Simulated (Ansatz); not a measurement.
Relaxation of a periodic cell of 25 atoms, CuSi8O16 (host SiO2, host structure P4_12_12, interstitial Cu), cell charge +1, to a largest force component of 0.08 eV/Å in at most 25 steps.

Level of theory: DFT LDA, scalar-relativistic, plane waves, PAW in Ansatz 0.2.0. Settings: PAW set soft_1, cutoff 420 eV, k mesh 1x1x2, fermi-dirac smearing 0.05 eV, no spin polarisation.

```xyz
25
Lattice="-4.7460 -4.7460 0.0000 4.7460 -4.7460 0.0000 0.0000 0.0000 6.4450" Properties=species:S:1:pos:R:3
Si 1.536 -3.210 0.000
Si 0.837 -0.837 1.611
Si -1.536 -6.282 3.223
Si 3.909 -3.909 4.834
O 1.110 -4.012 1.284
O -3.107 -6.009 2.895
O -1.110 -5.480 4.506
O 3.107 -3.483 6.118
O -1.263 -7.853 3.550
O -0.734 -5.856 1.939
O 1.263 -1.639 0.327
O 0.734 -3.636 5.161
Si -3.210 -3.210 0.000
Si 0.837 -5.583 1.611
Si -1.536 -1.536 3.223
Si -0.837 -3.909 4.834
O -3.636 -4.012 1.284
O 1.639 -6.009 2.895
O 3.636 -5.480 4.506
O -1.639 -3.483 6.118
O -1.263 -3.107 3.550
O -0.734 -1.110 1.939
O 1.263 -6.385 0.327
O 0.734 -8.382 5.161
Cu -0.805 -6.322 6.341
```

**Question.** Where does it end, and by what steps?

**Answer.** It converged. The threshold is loose, so the end isn't yet a minimum. Limits of this set-up: coarse k mesh, PAW files made for another functional, charged cell in a uniform background, uncorrected. After 4 steps the energy has fallen by 0.965 eV; Cu25 moved furthest, 0.53 Å. Joined: O11–Cu25.

| step | energy less start (eV) | largest force component (eV/Å) | accepted |
| --- | --- | --- | --- |
| 0 | 0.0000 | 2.554 | yes |
| 1 | -0.4641 | 1.651 | yes |
| 2 | -0.9005 | 0.257 | yes |
| 3 | -0.9523 | 0.122 | yes |
| 4 | -0.9650 | 0.039 | yes |

```xyz
25
Lattice="-4.7460 -4.7460 0.0000 4.7460 -4.7460 0.0000 0.0000 0.0000 6.4450" Properties=species:S:1:pos:R:3
Si 1.529 -3.245 -0.005
Si 0.815 -0.829 1.613
Si -1.553 -6.332 3.215
Si 3.951 -3.959 4.823
O 1.097 -4.020 1.330
O -3.092 -6.050 2.907
O -1.078 -5.487 4.543
O 3.113 -3.440 6.127
O -1.265 -7.869 3.524
O -0.710 -5.853 1.887
O 1.326 -1.662 0.305
O 0.755 -3.686 5.107
Si -3.176 -3.209 -0.001
Si 0.896 -5.578 1.640
Si -1.532 -1.559 3.221
Si -0.805 -3.883 4.798
O -3.639 -4.029 1.302
O 1.643 -6.049 2.969
O 3.697 -5.514 4.541
O -1.615 -3.454 6.125
O -1.277 -3.130 3.473
O -0.741 -1.078 1.901
O 1.326 -6.392 0.316
O 0.749 -8.414 5.139
Cu -1.219 -6.013 6.435
```

The run took 26 s on 1 thread of Arm Neoverse V1, on a shared host, peak memory 0.48 GiB.
